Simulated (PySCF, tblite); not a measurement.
# C₇H₁₄BN: geometry, infrared bands and NMR shifts

What infrared bands and NMR shifts should C₇H₁₄BN (`CC#C[B@H-]1CC(C)(C)[NH2+]1`) show?

The runs use tblite 0.8.0 and PySCF 2.14.0, with density-fitted response routines of our own; the level of theory stands in each step. All values are computed, except where a source is named. Atoms count from 0, in the outputs and in this text.

## (1) The starting structure

23 atoms, charge 0, multiplicity 1; geometry from: force field or distance geometry start.

Bonds of the start (Å): C0–C1 1.47, C1–C2 1.19, C2–B3 1.56, B3–C4 1.58, C4–C5 1.54, C5–C6 1.54, C5–C7 1.53, C5–N8 1.49, N8–B3 1.54, C0–H9 1.11, C0–H10 1.11, C0–H11 1.10, B3–H12 1.21, C4–H13 1.11, C4–H14 1.12, C6–H15 1.12, C6–H16 1.11, C6–H17 1.12, C7–H18 1.12, C7–H19 1.11, C7–H20 1.12, N8–H21 1.04, N8–H22 1.05.

## (2) Optimising the geometry with GFN2-xTB

Job settings and geometry (Å):

```
{"job": {"kind": "relax", "xc": "GFN2-xTB", "basis": "xTB"}, "charge": 0, "multiplicity": 1}
C      4.211100    -0.501800    -0.169800
C      2.853000    -0.134700     0.270900
C      1.758700     0.153000     0.653300
B      0.318500     0.543000     1.112800
C     -0.511000     1.310500     0.009500
C     -1.422200     0.066500     0.012800
C     -2.855200     0.392700     0.465000
C     -1.410200    -0.671200    -1.332100
N     -0.646600    -0.660900     1.053600
H      4.765600    -0.940700     0.681000
H      4.128300    -1.241000    -0.993800
H      4.722500     0.405900    -0.530700
H      0.296100     1.078400     2.195100
H     -0.984600     2.232800     0.395900
H      0.045100     1.473400    -0.945900
H     -2.855300     0.926100     1.454900
H     -3.358200     1.035700    -0.281200
H     -3.439100    -0.554700     0.586100
H     -1.978300    -1.627100    -1.241300
H     -0.373200    -0.906100    -1.652600
H     -1.899300    -0.042600    -2.113700
H     -0.205500    -1.538100     0.711400
H     -1.164900    -0.772100     1.965600
```

Run with:

```bash
OMP_NUM_THREADS=1 python probes_run.py task.json out
```

One launch serves the whole session: the jobs run in the order shown.

**Question.** This job is followed by: GFN2-xTB harmonic vibrations, gas phase; GIAO PBE0/pcSseg-1 NMR shielding, non-relativistic, gas phase. Predict these results of the whole session: strongest single infrared mode (GFN2-xTB); zero-point energy (GFN2-xTB); ¹³C shifts against TMS (PBE0/pcSseg-1); ¹H shifts against TMS (PBE0/pcSseg-1, means over atoms taken as alike); ¹¹B shifts against BF3·OEt2 (PBE0/pcSseg-1); ¹⁵N shifts against NH3 (PBE0/pcSseg-1).

The runs gave:

```
                                                              quantity                                               value
                             strongest single infrared mode (GFN2-xTB)                               2475 cm⁻¹, 236 km/mol
                                          zero-point energy (GFN2-xTB)                                      123.9 kcal/mol
                                ¹³C shifts against TMS (PBE0/pcSseg-1)       102.0, 101.8, 57.0, 34.2, 33.9, 24.8, 6.3 ppm
¹H shifts against TMS (PBE0/pcSseg-1, means over atoms taken as alike)  3.10, 2.43, 2.13, 2.04, 1.47, 1.35, 0.97, 0.83 ppm
                           ¹¹B shifts against BF3·OEt2 (PBE0/pcSseg-1)                                           -22.3 ppm
                                ¹⁵N shifts against NH3 (PBE0/pcSseg-1)                                            76.4 ppm
```

Over 55 steps the energy fell by 0.480 eV; of the close pairs, B3–N8 changed most, 1.544 to 1.674 Å. The lowest mode is imaginary (33i cm⁻¹), so the xTB geometry is not a minimum. The strongest single mode, at 2475 cm⁻¹, moves mainly H12. GFN2-xTB is a fitted tight-binding method: band positions and strengths are rough. Its intensities can rank the bands wrongly. At PBE0/pcSseg-1: Shielding is most anisotropic at C2 (span 289 ppm, paramagnetic term -170 ppm).
